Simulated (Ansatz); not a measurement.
# ClF3H4O3W: the cost of one run

Program: Ansatz 0.2.0. Level of theory: RHF/def2-SVP. These are calculated values, not measurements.

### Step 1. The structure to begin with

Bond lengths: W1–Cl2 2.740 Å, W1–F3 1.850 Å, W1–F4 1.850 Å, W1–O5 1.940 Å, O5–H6 1.010 Å, W1–O7 1.940 Å, O7–H8 1.010 Å, W1–O9 1.940 Å, O9–H10 1.010 Å, W1–F11 2.150 Å. Angles (14 of 24 angles, heavy atoms first): Cl2–W1–F3 90.0°, Cl2–W1–F4 90.0°, Cl2–W1–O5 90.0°, Cl2–W1–O7 90.0°, Cl2–W1–O9 180.0°, Cl2–W1–F11 71.6°, F3–W1–F4 90.0°, F3–W1–O5 180.0°, F3–W1–O7 90.0°, F3–W1–O9 90.0°, F3–W1–F11 48.9°, F4–W1–O5 90.0°, F4–W1–O7 180.0°, F4–W1–O9 90.0°.

Structure file:

```xyz
12

W     0.0000    0.0000    0.0000
Cl    0.0000    0.0000    2.7400
F     1.8500    0.0000    0.0000
F     0.0000    1.8500    0.0000
O    -1.9400    0.0000    0.0000
H    -2.2771   -0.1263    0.9437
O     0.0000   -1.9400    0.0000
H     0.3816   -2.2771    0.8723
O     0.0000    0.0000   -1.9400
H     0.5278    0.7924   -2.2771
F     1.4129    1.4719    0.6779
H     1.0415    1.0850    1.8560
```

### Step 2. A restrained relaxation towards end A

Springs on the bonds that form and break draw the guess towards this end; the thresholds are loose.

The input, input.yaml:

```yaml
crystal:
  periodic: [false, false, false]
  atoms:
    - { symbol: W, position_ang: [0.0, 0.0, 0.0] }
    - { symbol: Cl, position_ang: [0.0, 0.0, 2.74] }
    - { symbol: F, position_ang: [1.85, 0.0, 0.0] }
    - { symbol: F, position_ang: [0.0, 1.85, 0.0] }
    - { symbol: O, position_ang: [-1.94, 0.0, 0.0] }
    - { symbol: H, position_ang: [-2.2771, -0.1263, 0.9437] }
    - { symbol: O, position_ang: [0.0, -1.94, 0.0] }
    - { symbol: H, position_ang: [0.3816, -2.2771, 0.8723] }
    - { symbol: O, position_ang: [0.0, 0.0, -1.94] }
    - { symbol: H, position_ang: [0.5278, 0.7924, -2.2771] }
    - { symbol: F, position_ang: [1.4129, 1.4719, 0.6779] }
    - { symbol: H, position_ang: [1.0415, 1.085, 1.856] }
basis:
  gaussian: { orbitals: def2-SVP }
hamiltonian:
  xc: hf
relax:
  f_tol: 0.15
  max_steps: 25
  restrain:
    - { distance: [0, 10], at: 3.05, k: 30.0 }
    - { distance: [11, 1], at: 2.57, k: 30.0 }
    - { distance: [0, 1], at: 2.39, k: 30.0 }
    - { distance: [11, 10], at: 0.92, k: 30.0 }
```

Run with:

```sh
$ ansatz run input.yaml --threads 4 --pin off --max-ram 5120MiB --backend cpu --events-out ev --progress --plain --runs-dir out
```

Q: Estimate wall time and peak memory on 4 threads of Arm Neoverse V2, shared host.

About 40 s, with a peak of 0.48 GiB.
